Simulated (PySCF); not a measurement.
# SrHg: from the state search to spectroscopic constants

Aim: find the lowest electronic state of SrHg, scan its bond at several levels of theory, and get bond length, wavenumber and dissociation energy from each curve.

Program: PySCF 2.14.0. Level of theory: Sr def2-SVPD with ECP28, Hg def2-SVPD with ECP60, scalar-relativistic core potentials. These are calculated values, not measurements.

### Step 1. Input

A driver script around PySCF takes these settings:

| Quantity | Value |
| --- | --- |
| atoms | Sr, Hg |
| charge | 0 |
| basis | Sr def2-SVPD with ECP28, Hg def2-SVPD with ECP60 |
| Hamiltonian | scalar-relativistic core potentials |
| basis functions | 61 |
| electrons treated | 30 |
| masses in u | 87.9056, 201.9706 |
| levels | PBE0, PBE, r²SCAN, BHandHLYP, TPSSh, PW91, LC-ωPBE, HF, MP2, SCS-MP2, CCSD, CCSD(T) |
| grid | 80 radial by 434 angular points |
| occupations | held fixed by the projection of orbital angular momentum |
| dissociation limit | Sr + Hg, each in its ground configuration |
| starting distance in angstrom | 3.085 |
| values of 2S to try | 0, 2 |

On the command line:

```console
> OMP_NUM_THREADS=1 python dia.py task.json out
```

Further steps of the session: The PBE0 curve of the state that the search chose; Higher solutions at PBE0; PBE (GGA); r²SCAN (meta-GGA); BHandHLYP (global hybrid GGA); TPSSh (hybrid meta-GGA); PW91 (GGA); LC-ωPBE; RHF (mean field); Adding correlation.

What does the calculation give? Wanted: for each run, Re; ωe; De; μ.

As calculated:

Lowest PBE0 solution found, without spin–orbit coupling: ¹Σ⁺ (singlet), closed shell. The other levels ran on it alone.

```
    level  Re (Å)  ωe (cm⁻¹)  De (eV)  μ (D)
  RHF-MP2   3.987       22.4    0.075    n/a
      PBE   3.888       36.0    0.104  -0.08
     PW91   3.856       37.5    0.126  -0.10
   r²SCAN   3.815       37.5    0.100   0.24
    TPSSh   3.940       32.1    0.066   0.24
     PBE0   4.004       30.6    0.074   0.05
BHandHLYP   4.583       12.2    0.007  -0.04
  LC-ωPBE   4.394       16.7    0.023   0.27
```

De is counted to Sr + Hg in their ground configurations. A positive dipole means Sr(−)Hg(+). No constants: RHF (no minimum is bracketed among the points kept); RHF-SCS-MP2 (no minimum is bracketed among the points kept); RHF-CCSD (no minimum is bracketed among the points kept); RHF-CCSD(T) (no minimum is bracketed among the points kept).

In words: Bond lengths run from 3.815 Å (r²SCAN) to 4.583 Å (BHandHLYP). Of the levels with a De here, BHandHLYP gives the least (0.007 eV) and PW91 the most (0.126 eV).

Spin–orbit coupling is left out. The bond is weak, and basis-set superposition, which was not computed, may be a sizeable part of it.
